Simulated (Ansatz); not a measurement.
# MgS5: the cost of one run

Program: Ansatz 0.2.0. Level of theory: DFT PBE, scalar-relativistic, plane waves, PAW. These are calculated values, not measurements.

### 1 Starting point

It takes space group P6/mmm (No. 191, hexagonal). Conventional cell: a = 5.781 Å, b = 5.781 Å, c = 4.732 Å, α = 90.00°, β = 90.00°, γ = 120.00°. Mg (site symmetry 6/mmm) has 18 S at 3.34 to 3.74 Å in its first shell of neighbours. S (site symmetry mmm) is surrounded by 8 S at 2.89 to 2.90 Å and 4 Mg at 3.74 Å. Around S (site symmetry -6m2) lie 9 S at 2.90 to 3.34 Å and 3 Mg at 3.34 Å.

Coordinates:

```
Mg S
1.0
     5.78105    0.00000    0.00000
    -2.89052    5.00653    0.00000
     0.00000    0.00000    4.73226
Mg S
1 5
Direct
  0.00000 0.00000 0.00000
  0.50000 0.00000 0.50000
  0.50000 0.50000 0.50000
  0.00000 0.50000 0.50000
  0.33333 0.66667 0.00000
  0.66667 0.33333 0.00000
```

A structure generator made this guess: species swapped into a database cell of YCu5 (P6/mmm, No. 191), with Mg on the Y sites and S on the Cu sites. Its size is a rough estimate.

### 2 Probe: one point on a coarse mesh

Input file input.yaml:

```yaml
crystal:
  lattice:
    - [5.78104613, 0.0, 0.0]
    - [-2.89052307, 5.00653281, 0.0]
    - [0.0, 0.0, 4.73225596]
  atoms:
    - { symbol: Mg, position: [0.0, 0.0, 0.0] }
    - { symbol: S, position: [0.5, 0.0, 0.5] }
    - { symbol: S, position: [0.5, 0.5, 0.5] }
    - { symbol: S, position: [0.0, 0.5, 0.5] }
    - { symbol: S, position: [0.33333333, 0.66666667, 0.0] }
    - { symbol: S, position: [0.66666667, 0.33333333, 0.0] }
basis:
  ecutwfc: 420
kpoints:
  mp_grid: { grid: [3, 3, 4] }
hamiltonian:
  xc: pbe
scf:
  occupations: { method: gaussian, width: 0.1 }
  lower_state_search: "off"
output:
  forces: true
  stress: true
  eigenvalues: true
```

On the command line:

```bash
$ ansatz run input.yaml --threads 1 --pin off --max-ram 2560MiB --backend cpu --events-out ev --progress --plain --runs-dir out
```

What time and memory should one allow on 1 thread of Arm Neoverse V1, shared host?

About 2.2 s, with a peak of 0.34 GiB.
